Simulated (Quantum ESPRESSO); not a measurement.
# C (Fd-3m) in Quantum ESPRESSO: phonon dispersion with LDA

Aim: the phonon dispersion of C with LDA.

Program: Quantum ESPRESSO 7.5. These are calculated values, not measurements. Logs are shortened: lines on timing, memory, paths and dates and some standing lists are left out, and cuts for length are marked.

## Step 1: The structure

It takes space group Fd-3m (No. 227, cubic). Conventional cell: a = 3.530 Å, b = 3.530 Å, c = 3.530 Å, α = 90.00°, β = 90.00°, γ = 90.00°. C (site symmetry -43m) has 4 C at 1.53 Å as nearest neighbours.

The cell was built by a generator and needn't be a form met in nature.

## Step 2: Phonon dispersion, LDA

pw.in reads:

```
&CONTROL
  calculation = 'scf'
  prefix = 'pwscf'
  outdir = './tmp'
  pseudo_dir = './pseudo'
  tprnfor = .true.
  tstress = .true.
  disk_io = 'low'
/
&SYSTEM
  ibrav = 0
  nat = 2
  ntyp = 1
  ecutwfc = 82
  nbnd = 9
  occupations = 'smearing'
  smearing = 'fd'
  degauss = 0.00367493
/
&ELECTRONS
  conv_thr = 4d-10
  electron_maxstep = 120
  mixing_beta = 0.5
/
ATOMIC_SPECIES
C     12.0110 C.upf
CELL_PARAMETERS angstrom
   0.0000000000    1.7650000000    1.7650000000
   1.7650000000    0.0000000000    1.7650000000
   1.7650000000    1.7650000000    0.0000000000
ATOMIC_POSITIONS crystal
C      0.0000000000    0.0000000000    0.0000000000
C      0.2500000000    0.2500000000    0.2500000000
K_POINTS automatic
8 8 8 0 0 0
```

scf2.in reads:

```
&CONTROL
  calculation = 'scf'
  prefix = 'pwscf'
  outdir = './tmp'
  pseudo_dir = './pseudo'
  tprnfor = .true.
  tstress = .true.
  disk_io = 'low'
/
&SYSTEM
  ibrav = 0
  nat = 2
  ntyp = 1
  ecutwfc = 82
  nbnd = 9
  occupations = 'fixed'
/
&ELECTRONS
  conv_thr = 1d-13
  electron_maxstep = 120
  mixing_beta = 0.5
  startingpot = 'file'
  startingwfc = 'file'
/
ATOMIC_SPECIES
C     12.0110 C.upf
CELL_PARAMETERS angstrom
   0.0000000000    1.7650000000    1.7650000000
   1.7650000000    0.0000000000    1.7650000000
   1.7650000000    1.7650000000    0.0000000000
ATOMIC_POSITIONS crystal
C      0.0000000000    0.0000000000    0.0000000000
C      0.2500000000    0.2500000000    0.2500000000
K_POINTS automatic
8 8 8 0 0 0
```

ph.in reads:

```
phonon_bands of C
&INPUTPH
  prefix = 'pwscf'
  outdir = './tmp'
  tr2_ph = 1d-18
  fildyn = 'dyn'
  niter_ph = 90
  alpha_mix(1) = 0.7
  epsil = .true.
  ldisp = .true.
  nq1 = 4
  nq2 = 4
  nq3 = 4
/
```

q2r.in reads:

```
&INPUT
  fildyn = 'dyn'
  zasr = 'crystal'
  flfrc = 'fc'
/
```

matdyn.in reads:

```
&INPUT
  asr = 'crystal'
  flfrc = 'fc'
  flfrq = 'freq'
  q_in_cryst_coord = .true.
  flvec = ' '
/
80
 0.0000000000  0.0000000000  0.0000000000
 0.0454545455  0.0000000000  0.0454545455
 0.0909090909  0.0000000000  0.0909090909
 0.1363636364  0.0000000000  0.1363636364
 0.1818181818  0.0000000000  0.1818181818
 0.2272727273  0.0000000000  0.2272727273
 0.2727272727  0.0000000000  0.2727272727
 0.3181818182  0.0000000000  0.3181818182
 0.3636363636  0.0000000000  0.3636363636
 0.4090909091  0.0000000000  0.4090909091
 0.4545454545  0.0000000000  0.4545454545
 0.5000000000  0.0000000000  0.5000000000
 0.5000000000  0.0500000000  0.5500000000
 0.5000000000  0.1000000000  0.6000000000
 0.5000000000  0.1500000000  0.6500000000
 0.5000000000  0.2000000000  0.7000000000
 0.5000000000  0.2500000000  0.7500000000
 0.4687500000  0.2812500000  0.7500000000
 0.4375000000  0.3125000000  0.7500000000
 0.4062500000  0.3437500000  0.7500000000
 0.3750000000  0.3750000000  0.7500000000
 0.3461538462  0.3461538462  0.6923076923
 0.3173076923  0.3173076923  0.6346153846
 0.2884615385  0.2884615385  0.5769230769
 0.2596153846  0.2596153846  0.5192307692
 0.2307692308  0.2307692308  0.4615384615
 0.2019230769  0.2019230769  0.4038461538
 0.1730769231  0.1730769231  0.3461538462
 0.1442307692  0.1442307692  0.2884615385
 0.1153846154  0.1153846154  0.2307692308
 0.0865384615  0.0865384615  0.1730769231
 0.0576923077  0.0576923077  0.1153846154
 0.0288461538  0.0288461538  0.0576923077
 0.0000000000  0.0000000000  0.0000000000
 0.0454545455  0.0454545455  0.0454545455
 0.0909090909  0.0909090909  0.0909090909
 0.1363636364  0.1363636364  0.1363636364
 0.1818181818  0.1818181818  0.1818181818
 0.2272727273  0.2272727273  0.2272727273
 0.2727272727  0.2727272727  0.2727272727
 0.3181818182  0.3181818182  0.3181818182
 0.3636363636  0.3636363636  0.3636363636
 0.4090909091  0.4090909091  0.4090909091
 0.4545454545  0.4545454545  0.4545454545
 0.5000000000  0.5000000000  0.5000000000
 0.5178571429  0.4642857143  0.5178571429
 0.5357142857  0.4285714286  0.5357142857
 0.5535714286  0.3928571429  0.5535714286
 0.5714285714  0.3571428571  0.5714285714
 0.5892857143  0.3214285714  0.5892857143
 0.6071428571  0.2857142857  0.6071428571
 0.6250000000  0.2500000000  0.6250000000
 0.5937500000  0.2500000000  0.6562500000
 0.5625000000  0.2500000000  0.6875000000
 0.5312500000  0.2500000000  0.7187500000
 0.5000000000  0.2500000000  0.7500000000
 0.5000000000  0.2750000000  0.7250000000
 0.5000000000  0.3000000000  0.7000000000
 0.5000000000  0.3250000000  0.6750000000
 0.5000000000  0.3500000000  0.6500000000
 0.5000000000  0.3750000000  0.6250000000
 0.5000000000  0.4000000000  0.6000000000
 0.5000000000  0.4250000000  0.5750000000
 0.5000000000  0.4500000000  0.5500000000
 0.5000000000  0.4750000000  0.5250000000
 0.5000000000  0.5000000000  0.5000000000
 0.4861111111  0.4861111111  0.5277777778
 0.4722222222  0.4722222222  0.5555555556
 0.4583333333  0.4583333333  0.5833333333
 0.4444444444  0.4444444444  0.6111111111
 0.4305555556  0.4305555556  0.6388888889
 0.4166666667  0.4166666667  0.6666666667
 0.4027777778  0.4027777778  0.6944444444
 0.3888888889  0.3888888889  0.7222222222
 0.3750000000  0.3750000000  0.7500000000
 0.6250000000  0.2500000000  0.6250000000
 0.5937500000  0.1875000000  0.5937500000
 0.5625000000  0.1250000000  0.5625000000
 0.5312500000  0.0625000000  0.5312500000
 0.5000000000  0.0000000000  0.5000000000
```

matdyn_dos.in reads:

```
&INPUT
  asr = 'crystal'
  flfrc = 'fc'
  dos = .true.
  fldos = 'phdos'
  nk1 = 12
  nk2 = 12
  nk3 = 12
  deltaE = 3
  flvec = ' '
  flfrq = ' '
/
```

matdyn_mesh.in reads:

```
&INPUT
  asr = 'crystal'
  flfrc = 'fc'
  flfrq = 'mesh'
  q_in_cryst_coord = .true.
  flvec = ' '
/
1000
 0.05000000  0.05000000  0.05000000
 0.05000000  0.05000000  0.15000000
 0.05000000  0.05000000  0.25000000
[... 997 further points of the even 10 x 10 x 10 mesh, shifted by half a step ...]
```

Potentials or basis: PseudoDojo 0.4.1 SR LDA standard.

On the command line:

```sh
$ OMP_NUM_THREADS=1 pw.x -in pw.in > pw.out
$ OMP_NUM_THREADS=1 pw.x -in scf2.in > scf2.out
$ OMP_NUM_THREADS=1 ph.x -in ph.in > ph.out
$ OMP_NUM_THREADS=1 q2r.x -in q2r.in > q2r.out
$ OMP_NUM_THREADS=1 matdyn.x -in matdyn.in > matdyn.out
$ OMP_NUM_THREADS=1 matdyn.x -in matdyn_dos.in > matdyn_dos.out
$ OMP_NUM_THREADS=1 matdyn.x -in matdyn_mesh.in > matdyn_mesh.out
```

pw.out:

```text
This program is part of the open-source Quantum ESPRESSO suite
     for quantum simulation of materials; please cite
[... 9 lines left out ...]
     --------------------
     sticks:   dense  smooth     PW     G-vecs:    dense   smooth      PW
     Sum         499     499    163                 7391     7391    1363

     Using Slab Decomposition

     bravais-lattice index     =            0
     lattice parameter (alat)  =       4.7169  a.u.
     unit-cell volume          =      74.2097 (a.u.)^3
     number of atoms/cell      =            2
     number of atomic types    =            1
     number of electrons       =         8.00
     number of Kohn-Sham states=            9
     kinetic-energy cutoff     =      82.0000  Ry
     charge density cutoff     =     328.0000  Ry
     scf convergence threshold =      4.0E-10
     mixing beta               =       0.5000
     number of iterations used =            8  plain     mixing
     Exchange-correlation= SLA  PW   NOGX NOGC
                           (   1   4   0   0   0   0   0)

     celldm(1)=   4.716921  celldm(2)=   0.000000  celldm(3)=   0.000000
     celldm(4)=   0.000000  celldm(5)=   0.000000  celldm(6)=   0.000000

     crystal axes: (cart. coord. in units of alat)
               a(1) = (   0.000000   0.707107   0.707107 )
               a(2) = (   0.707107   0.000000   0.707107 )
               a(3) = (   0.707107   0.707107   0.000000 )

     reciprocal axes: (cart. coord. in units 2 pi/alat)
               b(1) = ( -0.707107  0.707107  0.707107 )
               b(2) = (  0.707107 -0.707107  0.707107 )
               b(3) = (  0.707107  0.707107 -0.707107 )

     PseudoPot. # 1 for C  read from file:
     C.upf
     Pseudo is Norm-conserving + core correction, Zval =  4.0
     Generated using ONCVPSP code by D. R. Hamann
     Using radial grid of 1234 points,  4 beta functions with:
                l(1) =   0
                l(2) =   0
                l(3) =   1
                l(4) =   1

     atomic species   valence    mass     pseudopotential
     C                 4.00    12.01100     C ( 1.00)

     48 Sym. Ops., with inversion, found (24 have fractional translation)

   Cartesian axes

     site n.     atom                  positions (alat units)
         1        C      tau(   1) = (   0.0000000   0.0000000   0.0000000  )
         2        C      tau(   2) = (   0.3535534   0.3535534   0.3535534  )

     number of k points=    29  Fermi-Dirac smearing, width (Ry)=  0.0037
                       cart. coord. in units 2pi/alat
        k(    1) = (   0.0000000   0.0000000   0.0000000), wk =   0.0039062
        k(    2) = (   0.0883883   0.0883883  -0.0883883), wk =   0.0312500
        k(    3) = (   0.1767767   0.1767767  -0.1767767), wk =   0.0312500
        k(    4) = (   0.2651650   0.2651650  -0.2651650), wk =   0.0312500
        k(    5) = (  -0.3535534  -0.3535534   0.3535534), wk =   0.0156250
        k(    6) = (   0.1767767   0.0000000   0.0000000), wk =   0.0234375
[... 21 lines left out ...]
        k(   28) = (  -0.7071068   0.1767767  -0.0000000), wk =   0.0468750
        k(   29) = (  -0.7071068   0.3535534   0.0000000), wk =   0.0234375

     Dense  grid:     7391 G-vectors     FFT dimensions: (  32,  32,  32)

     Initial potential from superposition of free atoms

     starting charge       7.9999, renormalised to       8.0000
     Starting wfcs are    8 randomized atomic wfcs +    1 random wfcs

     Self-consistent Calculation

     iteration #  1     ecut=    82.00 Ry     beta= 0.50
     Davidson diagonalization with overlap
     ethr =  1.00E-02,  avg # of iterations =  4.5

     total energy              =     -24.12983967 Ry
     estimated scf accuracy    <       0.13181064 Ry
[... 85 lines left out ...]
     iteration # 14     ecut=    82.00 Ry     beta= 0.50
     Davidson diagonalization with overlap
     ethr =  1.19E-11,  avg # of iterations =  1.4

     End of self-consistent calculation

          k = 0.0000 0.0000 0.0000 (   941 PWs)   bands (ev):

    -8.0729  13.6960  13.6960  13.6960  19.3440  19.3440  19.3440  27.9270
    33.1004

          k = 0.0884 0.0884-0.0884 (   926 PWs)   bands (ev):
[... 16 lines left out ...]
    -2.0488  -0.0414  10.8078  10.8078  22.2573  22.2573  23.1673  29.3789
    35.6665

          k = 0.1768 0.0000 0.0000 (   929 PWs)   bands (ev):

    -7.4856  11.9050  11.9050  12.4114  18.9455  21.6258  21.6258  27.6900
    34.0205

          k = 0.2652 0.0884-0.0884 (   936 PWs)   bands (ev):
[... 21 lines left out ...]
    -5.3171   5.8091   9.2260  11.7992  21.9317  22.5515  23.6006  28.1991
    34.7812

          k = 0.0000-0.1768 0.1768 (   923 PWs)   bands (ev):

    -6.9018   9.6763  10.3375  12.9169  20.5302  21.9192  22.0712  28.0604
    34.4693

          k = 0.3536 0.0000 0.0000 (   950 PWs)   bands (ev):

    -5.7419   9.2437   9.4306   9.4306  18.2244  24.1392  25.4847  25.4847
    34.4333

          k = 0.4419 0.0884-0.0884 (   930 PWs)   bands (ev):
[... 11 lines left out ...]
    -1.1395   1.8823   5.7814   9.3528  20.6420  25.6625  27.4195  28.7373
    31.5146

          k = 0.0000-0.3536 0.3536 (   919 PWs)   bands (ev):

    -3.4996   4.9282   5.8625  10.5853  21.7739  23.8630  26.3343  28.0399
    33.4072

          k = 0.5303-0.0000 0.0000 (   930 PWs)   bands (ev):

    -2.9106   5.1154   7.7631   7.7631  17.9153  20.5012  29.0727  29.0727
    36.0630

          k =-0.0884-0.6187 0.6187 (   938 PWs)   bands (ev):

    -0.8945   2.9977   6.0954   7.5757  18.7514  20.8047  29.6094  29.9240
    35.7717

          k = 0.0000-0.5303 0.5303 (   937 PWs)   bands (ev):

     0.7187   1.8754   4.0113   8.1526  19.4505  24.6248  28.3047  29.6999
    32.6336

          k =-0.7071 0.0000 0.0000 (   934 PWs)   bands (ev):

     0.8364   0.8364   7.1868   7.1868  18.5287  18.5287  30.7782  30.7782
    37.1826

          k = 0.3536 0.1768 0.0000 (   934 PWs)   bands (ev):

    -5.1718   7.1435   8.0244  10.7400  20.3857  23.9147  25.4908  25.7687
    34.8563

          k =-0.2652-0.4419 0.6187 (   928 PWs)   bands (ev):
[... 16 lines left out ...]
    -0.0870   2.4273   5.0352   7.1198  21.3209  24.6957  26.6172  28.9568
    33.2796

          k = 0.0000-0.3536 0.5303 (   930 PWs)   bands (ev):

    -0.9125   3.2342   4.5335   8.0364  22.1451  24.6442  27.1675  28.5624
    31.9018

          k =-0.7071 0.1768-0.0000 (   930 PWs)   bands (ev):

     1.2058   1.2058   6.1266   6.1266  20.6719  20.6719  29.5620  29.5620
    36.0796

          k =-0.7071 0.3536 0.0000 (   932 PWs)   bands (ev):

     1.7223   1.7223   5.0439   5.0439  24.3364  24.3364  26.4515  26.4515
    35.2568

     the Fermi energy is    16.0003 ev

!    total energy              =     -24.12915174 Ry
     estimated scf accuracy    <          2.5E-12 Ry
     smearing contrib. (-TS)   =       0.00000000 Ry
     internal energy E=F+TS    =     -24.12915174 Ry

     The total energy is F=E-TS. E is the sum of the following terms:
     one-electron contribution =       8.54878671 Ry
     hartree contribution      =       1.88302986 Ry
     xc contribution           =      -8.72010020 Ry
     ewald contribution        =     -25.84086812 Ry

     convergence has been achieved in  14 iterations

     Forces acting on atoms (cartesian axes, Ry/au):

     atom    1 type  1   force =     0.00000000    0.00000000    0.00000000
     atom    2 type  1   force =     0.00000000    0.00000000    0.00000000

     Total force =     0.000000     Total SCF correction =     0.000000

     Computing stress (Cartesian axis) and pressure

          total   stress  (Ry/bohr**3)                   (kbar)     P=       27.68
   0.00018819   0.00000000   0.00000000           27.68        0.00        0.00
   0.00000000   0.00018819   0.00000000            0.00       27.68        0.00
   0.00000000   0.00000000   0.00018819            0.00        0.00       27.68

=------------------------------------------------------------------------------=
   JOB DONE.
=------------------------------------------------------------------------------=
```

Wall time 20 min (1 thread of AMD EPYC 7R43 (Zen 3), shared host); peak memory 0.09 GiB.

Results:

| Item | Value |
| --- | --- |
| Free energy | -328.2938 eV |
| Pressure | 2.8 GPa |
| Band gap on the k mesh | 4.22 eV, indirect (least direct gap 5.65 eV) |
| Electronic dielectric tensor (diagonal) | 5.75 |
| Born charges (mean of the diagonal) | C -0.01 e |
| Highest phonon frequency | 1351 cm⁻¹ |
| Zero-point energy | 0.185 eV/atom |

Levels at points of the mesh, in eV from the valence-band top:
| k point | band 2 | band 3 | band 4 | band 5 | band 6 | band 7 |
| --- | --- | --- | --- | --- | --- | --- |
| (0.00, 0.00, 0.00) | 0.00 | 0.00 | 0.00 | 5.65 | 5.65 | 5.65 |
| (0.00, 0.00, -0.50) | -13.74 | -2.89 | -2.89 | 8.56 | 8.56 | 9.47 |
| (0.00, -0.50, -0.50) | -12.86 | -6.51 | -6.51 | 4.83 | 4.83 | 17.08 |

Phonon frequencies in cm⁻¹ (negative: imaginary):
| q point | frequencies |
| --- | --- |
| (0.000, 0.000, 0.000) | 0 0 0 1331 1331 1331 |
| (0.318, 0.000, 0.318) | 650 650 926 1187 1187 1341 |
| (0.500, 0.150, 0.650) | 864 864 1069 1069 1206 1206 |
| (0.346, 0.346, 0.692) | 740 1002 1022 1057 1136 1272 |
| (0.144, 0.144, 0.288) | 402 475 630 1277 1289 1332 |
| (0.091, 0.091, 0.091) | 169 169 275 1322 1322 1335 |
| (0.409, 0.409, 0.409) | 534 534 1019 1245 1245 1294 |
| (0.589, 0.321, 0.589) | 709 891 1042 1122 1156 1269 |
| (0.500, 0.275, 0.725) | 885 958 1016 1027 1186 1212 |
| (0.500, 0.450, 0.550) | 574 602 1080 1227 1244 1253 |
| (0.431, 0.431, 0.639) | 663 789 1055 1171 1182 1265 |
| (0.562, 0.125, 0.562) | 783 850 1085 1113 1187 1241 |

Electronic dielectric tensor:
```
5.75 0.00 0.00
0.00 5.75 0.00
0.00 0.00 5.75
```

Born effective charge tensors (e):
atom 1, C
```
-0.01  0.00  0.00
 0.00 -0.01  0.00
 0.00  0.00 -0.01
```
atom 2, C
```
-0.01  0.00  0.00
 0.00 -0.01  0.00
 0.00  0.00 -0.01
```

Phonon frequencies at the corners of the path (cm⁻¹, interpolated; i marks imaginary ones):
| point | frequencies |
| --- | --- |
| Γ | 0 0 0 1331 1331 1331 |
| X | 789 789 1110 1110 1225 1225 |
| W | 928 928 1021 1021 1197 1197 |
| K | 760 986 1031 1085 1126 1265 |
| L | 550 550 1088 1240 1240 1268 |
| U | 760 986 1031 1085 1126 1265 |

Phonon states per cell in windows of 100 cm⁻¹ (negative: imaginary):
```csv
from (cm⁻¹),total
0,0.00
100,0.01
200,0.03
300,0.08
400,0.15
500,0.35
600,0.52
700,0.58
800,0.43
900,0.43
1000,0.53
1100,0.83
1200,1.72
1300,0.34
```

Harmonic thermodynamics per atom at this volume (zero-point energy 184.8 meV, Debye temperature from the second moment 1916 K):
| T (K) | free energy (meV) | entropy (k_B) | heat capacity Cv (k_B) |
| --- | --- | --- | --- |
| 50 | 184.8 | 0.00 | 0.00 |
| 100 | 184.8 | 0.01 | 0.03 |
| 200 | 184.5 | 0.09 | 0.28 |
| 298.15 | 183.0 | 0.28 | 0.72 |
| 500 | 173.2 | 0.87 | 1.60 |
| 800 | 138.5 | 1.80 | 2.29 |

Caveat: on a mesh that holds Γ this program's dielectric tensor can be off by some percent beyond the error of the mesh.
